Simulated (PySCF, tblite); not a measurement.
# C5H9B: geometry, infrared bands and NMR shifts

What infrared bands and NMR shifts should C5H9B (`B/C(C)=C/C=C`) show?

Computed with tblite 0.8.0 and PySCF 2.14.0, with density-fitted response routines of our own, on a single molecule in the gas phase. Atoms are numbered from 0 throughout.

## 1. Starting geometry

15 atoms, charge 0, multiplicity 1; geometry from: force field or distance geometry start.

Bonds of the start (Å): B0–C1 1.59, C1–C2 1.50, C1–C3 1.34, C3–C4 1.48, C4–C5 1.33, B0–H6 1.18, B0–H7 1.18, C2–H8 1.11, C2–H9 1.12, C2–H10 1.10, C3–H11 1.10, C4–H12 1.09, C5–H13 1.07, C5–H14 1.07.

## 2. Optimising the geometry with GFN2-xTB

What the job is given:

```
{"job": {"kind": "relax", "xc": "GFN2-xTB", "basis": "xTB"}, "charge": 0, "multiplicity": 1}
B      2.217500    -0.918700    -0.281100
C      0.899100    -0.040300    -0.161200
C      1.020300     1.443400    -0.327900
C     -0.266200    -0.647400     0.105800
C     -1.550000     0.063000     0.263300
C     -2.680800    -0.591600     0.516700
H      3.249900    -0.403200    -0.516900
H      2.172700    -2.084800    -0.141700
H      0.686300     1.960600     0.595900
H      0.373200     1.770300    -1.179100
H      2.052400     1.759500    -0.545400
H     -0.286100    -1.737200     0.235700
H     -1.601300     1.141900     0.157600
H     -3.602500    -0.048700     0.617000
H     -2.688700    -1.658900     0.639500
```

The run is started by

```bash
> OMP_NUM_THREADS=1 python probes_run.py task.json out
```

The driver reads the jobs from task.json and runs them one after another.

**Question.** This job is followed by: GFN2-xTB harmonic vibrations, gas phase; GIAO PBE0/pcSseg-1 NMR shielding, non-relativistic, gas phase. What will the session give for the following? strongest single infrared mode (GFN2-xTB); zero-point energy (GFN2-xTB); 13C shifts against TMS (PBE0/pcSseg-1); 1H shifts against TMS (PBE0/pcSseg-1, means over atoms taken as alike); 11B shifts against BF3·OEt2 (PBE0/pcSseg-1).

As calculated:

```
                                                              quantity                                   value
                             strongest single infrared mode (GFN2-xTB)                   2629 cm⁻¹, 178 km/mol
                                          zero-point energy (GFN2-xTB)                           76.2 kcal/mol
                                13C shifts against TMS (PBE0/pcSseg-1)    168.7, 155.6, 142.1, 137.4, 21.5 ppm
1H shifts against TMS (PBE0/pcSseg-1, means over atoms taken as alike)  7.27, 7.19, 6.88, 6.12, 6.06, 2.33 ppm
                           11B shifts against BF3·OEt2 (PBE0/pcSseg-1)                                74.1 ppm
```

In words: The optimisation took 27 steps and gained 0.113 eV; among the close pairs (by a distance rule), B0–C1 changed most, from 1.589 to 1.541 Å. No mode is imaginary among the 39: a minimum at this level. The strongest single mode, at 2629 cm⁻¹, moves mainly H6 and H7. Unscaled tight-binding wavenumbers are off by several per cent, some by more. Its intensities can rank the bands wrongly.
